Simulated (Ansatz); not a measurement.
# Sn4Se: the cost of one run

Method: DFT PBE, scalar-relativistic, plane waves, PAW, in Ansatz 0.2.0.

### Step 1. Starting point

The structure is cubic, space group Pm-3m (No. 221). The conventional cell has a = 5.309 Å, b = 5.309 Å, c = 5.309 Å, α = 90.00°, β = 90.00°, γ = 90.00°. Around Sn (site symmetry 4/mmm) lie 2 Se at 2.65 Å. Around Sn (site symmetry m-3m) lie 12 Sn at 3.75 Å. Around Se (site symmetry m-3m) lie 6 Sn at 2.65 Å.

Structure file:

```cif
data_structure
_symmetry_space_group_name_H-M 'P 1'
_symmetry_Int_Tables_number 1
_cell_length_a 5.3085
_cell_length_b 5.3085
_cell_length_c 5.3085
_cell_angle_alpha 90.000
_cell_angle_beta 90.000
_cell_angle_gamma 90.000
_cell_volume 149.60
loop_
_atom_site_label
_atom_site_type_symbol
_atom_site_fract_x
_atom_site_fract_y
_atom_site_fract_z
_atom_site_occupancy
Sn1 Sn 0.50000 0.00000 0.00000 1
Sn2 Sn 0.00000 0.50000 0.00000 1
Sn3 Sn 0.00000 0.00000 0.50000 1
Sn4 Sn 0.50000 0.50000 0.50000 1
Se1 Se 0.00000 0.00000 0.00000 1
```

A structure generator made this guess: random cell by space group and Wyckoff sites (Pm-3m, No. 221). The dimensions are guesses.

### Step 2. Probe: one point on a coarse mesh

input.yaml

```yaml
crystal:
  lattice:
    - [5.3085334, 0.0, 0.0]
    - [0.0, 5.3085334, 0.0]
    - [0.0, 0.0, 5.3085334]
  atoms:
    - { symbol: Sn, position: [0.5, 0.0, 0.0] }
    - { symbol: Sn, position: [0.0, 0.5, 0.0] }
    - { symbol: Sn, position: [0.0, 0.0, 0.5] }
    - { symbol: Sn, position: [0.5, 0.5, 0.5] }
    - { symbol: Se, position: [0.0, 0.0, 0.0] }
basis:
  ecutwfc: 420
kpoints:
  mp_grid: { grid: [4, 4, 4] }
hamiltonian:
  xc: pbe
scf:
  occupations: { method: gaussian, width: 0.1 }
  lower_state_search: "off"
output:
  forces: true
  stress: true
  eigenvalues: true
```

On the command line:

```
> ansatz run input.yaml --threads 1 --pin off --max-ram 2560MiB --backend cpu --events-out ev --progress --plain --runs-dir out
```

**Question.** How long does this run take on 1 thread of Intel Xeon Platinum 8375C at 2.90GHz (Ice Lake), shared host, and how much memory does it need?

About 3.2 s, with a peak of 0.45 GiB.
